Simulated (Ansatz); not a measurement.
# Cd: a listed cell, distorted in several ways

Computed with Ansatz 0.2.0 (DFT PBEsol, scalar-relativistic, plane waves, PAW, unless a step's input says otherwise).

### Step 1. Starting point

Symmetry: P6_3/mmc, No. 194, hexagonal system. The conventional cell has a = 3.093 Å, b = 3.093 Å, c = 10.431 Å, α = 90.00°, β = 90.00°, γ = 120.00°. Cd (site symmetry -3m) is surrounded by 12 Cd at 3.09 to 3.16 Å. Cd (site symmetry -6m2) has 12 Cd at 3.09 to 3.16 Å as nearest neighbours.

As a file:

```
Cd
1.0
     3.09307    0.00000    0.00000
    -1.54653    2.67868    0.00000
     0.00000    0.00000   10.43074
Cd
4
Direct
  0.00000 0.00000 0.00000
  0.33333 0.66667 0.25000
  0.00000 0.00000 0.50000
  0.66667 0.33333 0.75000
```

The structure comes from the Materials Project (structure only).

### Step 2. A distortion of lower symmetry

Against the listed cell: strain xx, yy, zz, yz, xz, xy = +6.2, +6.2, +0.2, +0.0, +0.0, +0.0 %; atoms moved by 0.15 Å root mean square, at most 0.21 Å.

Contents of input.yaml:

```yaml
crystal:
  lattice:
    - [3.2844975935, 0.0, 0.0]
    - [-1.6422487967, 2.8444583546, 0.0]
    - [0.0, 0.0, 10.4504510529]
  atoms:
    - { symbol: Cd, position: [0.0, 0.0, 0.0] }
    - { symbol: Cd, position: [0.33333333, 0.66666667, 0.2703372049] }
    - { symbol: Cd, position: [0.0, 0.0, 0.5] }
    - { symbol: Cd, position: [0.66666667, 0.33333333, 0.7296627951] }
basis:
  ecutwfc: 420
kpoints:
  mp_grid: { grid: [15, 15, 4] }
hamiltonian:
  xc: pbesol
scf:
  occupations: { method: gaussian, width: 0.1 }
output:
  forces: true
  stress: true
  eigenvalues: true
```

Command:

```sh
ansatz run input.yaml --threads 1 --pin off --max-ram 1331MiB --backend cpu --events-out ev --progress --plain --runs-dir out
```

**Question.** How long does this run take on 1 thread of an x86-64 CPU, shared host, and how much memory does it need?

About 12 s, with a peak of 0.69 GiB.
